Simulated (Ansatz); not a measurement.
# CdF2 (fluorite type): the cost of one run

Method: DFT PBE, scalar-relativistic, in Ansatz 0.2.0.

1 further run of the same task is left out (set aside as unsound or not needed).

### 1 The structure to begin with

Symmetry: Fm-3m, No. 225, cubic system. Conventional cell: a = 5.481 Å, b = 5.481 Å, c = 5.481 Å, α = 90.00°, β = 90.00°, γ = 90.00°. Cd (site symmetry m-3m) has 8 F at 2.37 Å as nearest neighbours. F (site symmetry -43m) has 4 Cd at 2.37 Å as nearest neighbours.

Coordinates:

```xyz
3
Lattice="0.0000 2.7407 2.7407 2.7407 0.0000 2.7407 2.7407 2.7407 0.0000" Properties=species:S:1:pos:R:3 pbc="T T T"
Cd    0.0000    0.0000    0.0000
F     1.3704    1.3704    1.3704
F     4.1111    4.1111    4.1111
```

Atoms are numbered in the order of the input: Cd1, F2, F3.

### 2 The deformed structure

Space group Fm-3m before, I4/mmm after.

### 3 Full-potential LAPW

The input, input.yaml:

```yaml
crystal:
  lattice:
    - [0.0, 2.7203927178, 2.7818305164]
    - [2.7203927178, 0.0, 2.7818305164]
    - [2.7203927178, 2.7203927178, 0.0]
  atoms:
    - { symbol: Cd, position: [0.0, 0.0, 0.0] }
    - { symbol: F, position: [0.25, 0.25, 0.25] }
    - { symbol: F, position: [0.75, 0.75, 0.75] }
kpoints:
  mp_grid: { grid: [11, 11, 11] }
scf:
  occupations: { method: fermi_dirac, width: 0.05 }
hamiltonian:
  xc: pbe
  pseudopotentials: { kind: all_electron, lapw: { basis_error: 0.001 } }
output:
  forces: true
  stress: true
  eigenvalues: true
```

Run with:

```bash
> ansatz run input.yaml --threads 1 --pin off --max-ram 4096MiB --backend cpu --events-out ev --progress --plain --runs-dir out
```

**Question.** How long does this run take on 1 thread of Intel Xeon at 2.50GHz (Skylake/Cascade Lake), shared host, and how much memory does it need?

About 1.8 min, with a peak of 0.63 GiB.
